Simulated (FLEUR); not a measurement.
# TaAs (I4_1md) in FLEUR: single point with PBEsol

Aim: the single point of TaAs with PBEsol.

Program: FLEUR MaX-R8.1 (later development tree). These are calculated values, not measurements. Logs are shortened: lines on timing, memory, paths and dates and some standing lists are left out, and cuts for length are marked.

### 1 The structure

The structure is tetragonal, space group I4_1md (No. 109). The conventional cell has a = 3.444 Å, b = 3.444 Å, c = 11.736 Å, α = 90.00°, β = 90.00°, γ = 90.00°. Around Ta (site symmetry 2mm) lie 6 As at 2.61 to 2.62 Å. As (site symmetry 2mm) has 6 Ta at 2.61 to 2.62 Å as nearest neighbours.

The cell is a database's computed one.

### 2 Single point, PBEsol

inp.xml

```xml
<?xml version="1.0" encoding="UTF-8" standalone="no"?>
<fleurInput fleurInputVersion="0.39">
   <comment>
      TaAs                                                                                                
   </comment>
   <calculationSetup>
      <cutoffs Kmax="4.95" Gmax="15.3" GmaxXC="15.3" numbands="0"/>
      <scfLoop itmax="60" minDistance="0.00001" maxIterBroyd="15" imix="Anderson" alpha="0.05" precondParam="0.0" spinf="2.0" sdNocoIR="T"/>
      <coreElectrons ctail="T" frcor="F" kcrel="0" coretail_lmax="0"/>
      <xcFunctional name="PBEs" relativisticCorrections="F"/>
      <magnetism jspins="1"/>
      <soc l_soc="F" theta="0.0" phi="0.0" spav="F"/>
      <expertModes spex="0" secvar="F"/>
      <geometryOptimization l_f="T" forcealpha="1.0" forcemix="BFGS" epsdisp="0.0005" epsforce="0.0002"/>
      <ldaU l_linMix="F" mixParam="0.05" spinf="1.0"/>
   </calculationSetup>
   <cell>
      <bzIntegration valenceElectrons="96.0" mode="hist" fermiSmearingEnergy="0.00183747">
         <kPointListSelection listName="default-1"/>
         <!-- k-points included here -->
         <xi:include xmlns:xi="http://www.w3.org/2001/XInclude" href="kpts.xml"> </xi:include>
      </bzIntegration>
      <!-- symmetry operations included here -->
      <xi:include xmlns:xi="http://www.w3.org/2001/XInclude" href="sym.xml"> </xi:include>
      <bulkLattice scale="1.0">
         <bravaisMatrix>
            <row-1>   -3.2537556922347020     3.2537556922347020    11.0888024183936231</row-1>
            <row-2>    3.2537556922347020    -3.2537556922347020    11.0888024183936231</row-2>
            <row-3>    3.2537556922347020     3.2537556922347020   -11.0888024183936231</row-3>
         </bravaisMatrix>
      </bulkLattice>
   </cell>
[... 17 lines left out ...]
         <mtSphere radius="1.98" gridPoints="677" logIncrement="0.018"/>
         <atomicCutoffs lmax="8" lnonsphr="8"/>
         <electronConfig flipSpins="F">
            <coreConfig>(1s1/2) (2s1/2) (2p1/2) (2p3/2) (3s1/2)</coreConfig>
            <valenceConfig>(3p1/2) (3p3/2) (4s1/2) (3d3/2) (3d5/2) (4p1/2) (4p3/2)</valenceConfig>
            <stateOccupation state="(4p1/2)" spinUp="0.500000" spinDown="0.500000"/>
            <stateOccupation state="(4p3/2)" spinUp="1.000000" spinDown="1.000000"/>
         </electronConfig>
         <energyParameters s="4" p="4" d="3" f="4"/>
         <lo type="SCLO" l="1" n="3" eDeriv="0"/>
         <lo type="SCLO" l="1" n="3" eDeriv="1"/>
         <lo type="HELO" l="2" n="4" eDeriv="0"/>
         <lo type="HELO" l="2" n="4" eDeriv="1"/>
         <lo type="SCLO" l="0" n="4" eDeriv="2"/>
         <lo type="SCLO" l="3" n="4" eDeriv="2"/>
      </species>
   </atomSpecies>
   <atomGroups>
      <atomGroup species="Tantalum (Ta)">
         <relPos label="                   1">.4999673000 .4999673000 .0000000000</relPos>
         <relPos label="                   2">.2499673000 -.2500327000 1.000/2.000</relPos>
         <force calculate="T" relaxXYZ="TTT"/>
      </atomGroup>
      <atomGroup species="Arsenic (As)">
         <relPos label="                   3">.0826321200 .0826321200 .0000000000</relPos>
         <relPos label="                   4">-.1673678800 .3326321200 1.000/2.000</relPos>
         <force calculate="T" relaxXYZ="TTT"/>
      </atomGroup>
   </atomGroups>
   <output dos="F" band="F" slice="F">
      <checks vchk="F" cdinf="F"/>
      <bandDOS minEnergy="-.5*Htr" maxEnergy="0.5*Htr" sigma="0.015" storeEVData="T"/>
      <vacuumDOS vacdos="F" integ="F" star="F" nstars="0" locx1="0.0" locy1="0.0" locx2="0.0" locy2="0.0" nstm="0" tworkf="0.0"/>
      <unfoldingBand unfoldBand="F" supercellX="1" supercellY="1" supercellZ="1"/>
      <plotting iplot="0" polar="F">
         <plot TwoD="T" vec1="  1.0  0.0  0.0" vec2="  0.0  1.0  0.0" vec3="  0.0  0.0  1.0" zero="  0.0  0.0  0.0" file="plot"/>
      </plotting>
      <chargeDensitySlicing numkpt="0" minEigenval="0.0" maxEigenval="0.0" nnne="0" pallst="F"/>
      <specialOutput eonly="F"/>
      <moessbauerParams electricFieldGradient="T" isomerShift="T" coreHyperfine="T" valenceHyperfine="T"/>
      <magneticCircularDichroism mcd="F" energyLo="-10.0" energyUp="0.0"/>
   </output>
  <!-- We include the file relax.xml here to enable relaxations (see documentation) -->
  <xi:include xmlns:xi="http://www.w3.org/2001/XInclude" href="relax.xml"> <xi:fallback/> </xi:include>
</fleurInput>
```

crystal.txt

```
TaAs
&input cartesian=F /
-1.7218133622  1.7218133622  5.8679415361
1.7218133622  -1.7218133622  5.8679415361
1.7218133622  1.7218133622  -5.8679415361
1.8897261246
1.0 1.0 1.0

4
73 0.4999673000  0.4999673000  0.0000000000
73 0.2499673000  0.7499673000  0.5000000000
33 0.0826321200  0.0826321200  0.0000000000
33 0.8326321200  0.3326321200  0.5000000000

&kpt div1=11 div2=11 div3=11 gamma=T /
```

Potentials or basis: all-electron, FLAPW.

Started as:

```sh
$ inpgen -f crystal.txt -profile fastHighL
$ # inp.xml edited to the form shown
$ mpirun -n 4 fleur_MPI -pe_per_kpt 1
```

Output:

```text
Welcome to FLEUR        (www.flapw.de)
      MaX-Release 8.1          (www.max-centre.eu)

 ========== k-point set info ==========
 Selected k-point list: default-1
 k-point list type: mesh
 11 x 11 x 11
 Number of k points: 126

 ------------Calculation Setup---------------------------
 Number of MPI-tasks      :            4
 Number of PE/node        :            4
 Number of OMP-threads    :            1
 Using exactly            1  PE per kpt
 Using exactly            1  PE per kpt
 Using exactly            1  PE per kpt
 Using exactly            1  PE per kpt
 k-points in parallel     :            4
 pe's per k-point         :            1
 No of k-point loops      :           31
 Info/Warning             : your k-point parallelism is not fully load-balanced
 Eigenvalue solver        :       lapack
 Number of basis functions:         1145
 Approximate size of matrices (H+S) per k-point:         0.039 GB
 --------------------------------------------------------
 Iteration:     1   Distance:       9.69178622 me/bohr^3
 Iteration:     2   Distance:       8.75938280 me/bohr^3
 Iteration:     3   Distance:       4.75118562 me/bohr^3
 Iteration:     4   Distance:       1.82994459 me/bohr^3
 Iteration:     5   Distance:       1.44238466 me/bohr^3
 Iteration:     6   Distance:       0.21609287 me/bohr^3
 Iteration:     7   Distance:       0.18188311 me/bohr^3
 Iteration:     8   Distance:       0.04505103 me/bohr^3
 Iteration:     9   Distance:       0.01608165 me/bohr^3
 Iteration:    10   Distance:       0.01915962 me/bohr^3
 Iteration:    11   Distance:       0.00384353 me/bohr^3
 Iteration:    12   Distance:       0.00063717 me/bohr^3
 Iteration:    13   Distance:       0.00057614 me/bohr^3
 Iteration:    14   Distance:       0.00010522 me/bohr^3
 Iteration:    15   Distance:       0.00002985 me/bohr^3
 Iteration:    16   Distance:       0.00002645 me/bohr^3
 Iteration:    17   Distance:       0.00001313 me/bohr^3
 Iteration:    18   Distance:       0.00000410 me/bohr^3

 Reset of history

 ********************************************************************
 Run finished successfully
 Stop message:
   Structural relaxation: new displacements generated
 ********************************************************************
```

It took 16 min on 4 MPI ranks of Arm Neoverse V2, shared host.

Results:

```yaml
Free_energy: -973134.7888 eV
Largest_force: 0.022 eV/Å
Band_gap_on_the_k_mesh: none (metal or under the smearing width)
Valence_electrons_inside_the_program's_atomic_spheres: Ta 24.64; As 18.39 (radii Ta 2.45, As 1.98 bohr)
```

Forces in eV/Å, atoms in the order of the input:
```
Ta   0.000  0.000  0.022
Ta   0.000  0.000  0.022
As   0.000  0.000 -0.022
As   0.000  0.000 -0.022
```

Core levels (eV from the Fermi level):
```csv
atom,levels
1 Ta,"1s1/2 -67250.5, 2s1/2 -11543.4, 2p1/2 -11031.8, 2p3/2 -9762.2, 3s1/2 -2640.7, 3p1/2 -2413.4, 3p3/2 -2140.1, 4s1/2 -534.5, 3d3/2 -1756.5, 3d5/2 -1696.9, 4p1/2 -440.9, 4p3/2 -377.8, 4d3/2 -224.0, 4d5/2 -212.5"
2 Ta,"1s1/2 -67250.5, 2s1/2 -11543.4, 2p1/2 -11031.8, 2p3/2 -9762.2, 3s1/2 -2640.7, 3p1/2 -2413.4, 3p3/2 -2140.1, 4s1/2 -534.5, 3d3/2 -1756.5, 3d5/2 -1696.9, 4p1/2 -440.9, 4p3/2 -377.8, 4d3/2 -224.0, 4d5/2 -212.5"
3 As,"1s1/2 -11701.7, 2s1/2 -1480.0, 2p1/2 -1322.1, 2p3/2 -1285.6, 3s1/2 -184.9"
4 As,"1s1/2 -11701.7, 2s1/2 -1480.0, 2p1/2 -1322.1, 2p3/2 -1285.6, 3s1/2 -184.9"
```

Spin-orbit coupling is left out, which matters for the levels of Ta.
